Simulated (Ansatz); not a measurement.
This script drives Ansatz's Python interface.

`bend_ch5bno.py`
```python
# -*- coding: utf-8 -*-
"""Bending curve of CH5BNO."""

import ansatz as az
from ase import Atoms


def main():
    atoms = Atoms(["C", "O", "B", "N", "H", "H", "H", "H", "H"], positions=[
        (0.7263, 1.2377, 0.0415),
        (0.5364, 0.2462, 0.9742),
        (0.2324, -1.0039, 0.2427),
        (-1.0946, -1.4192, -0.0197),
        (1.5394, 1.0938, -0.6746),
        (-0.2629, 1.4561, -0.5492),
        (0.9154, 2.2291, 0.5765),
        (-1.2499, -2.3603, 0.3998),
        (-1.2541, -1.5257, -1.0083),
    ])

    # start the scan from a relaxed geometry
    first = (
        az.Crystal.molecule_from_ase(atoms).calculation()
        .basis(gaussian="cc-pVDZ")
        .functional("r2SCAN", dispersion="d4")
        .spin("collinear", total=1)
        .relax(force_tolerance=0.02, max_steps=80)
    )
    atoms.positions = first.run(threads=1, pin="off").report["positions_ang"]

    rows = []
    for angle in [85, 95, 105, 115, 125, 140, 160]:
        bent = atoms.copy()
        bent.set_angle(2, 1, 0, angle, indices=[0, 4, 5, 6])
        job = (
            az.Crystal.molecule_from_ase(bent).calculation()
            .basis(gaussian="cc-pVDZ")
            .functional("r2SCAN", dispersion="d4")
            .spin("collinear", total=1)
        )
        rows.append((angle, job.run(threads=1, pin="off").report["free_energy_ev"]))
    floor = min(e for _, e in rows)
    for angle, e in rows:
        print(f"angle B2-O1-C0 = {angle:3d} deg   {1000 * (e - floor):9.1f} meV")


if __name__ == "__main__":
    main()
```

It is started by `python bend_ch5bno.py`. How long does it take on 1 thread of Arm Neoverse V1 (shared host), and how much memory does it need?

It took about 2.9 min, with a peak of 0.28 GiB, for 8 runs of the engine.

```console
$ python bend_ch5bno.py
angle B2-O1-C0 =  85 deg      1365.7 meV
angle B2-O1-C0 =  95 deg       632.6 meV
angle B2-O1-C0 = 105 deg       212.6 meV
angle B2-O1-C0 = 115 deg        23.2 meV
angle B2-O1-C0 = 125 deg         0.0 meV
angle B2-O1-C0 = 140 deg       156.0 meV
angle B2-O1-C0 = 160 deg       473.6 meV
```

The scan is rigid, and the energies are electronic, in a modest basis. The zero is the lowest point of the grid, which needn't be the minimum. The species is open-shell (spin multiplicity 2).
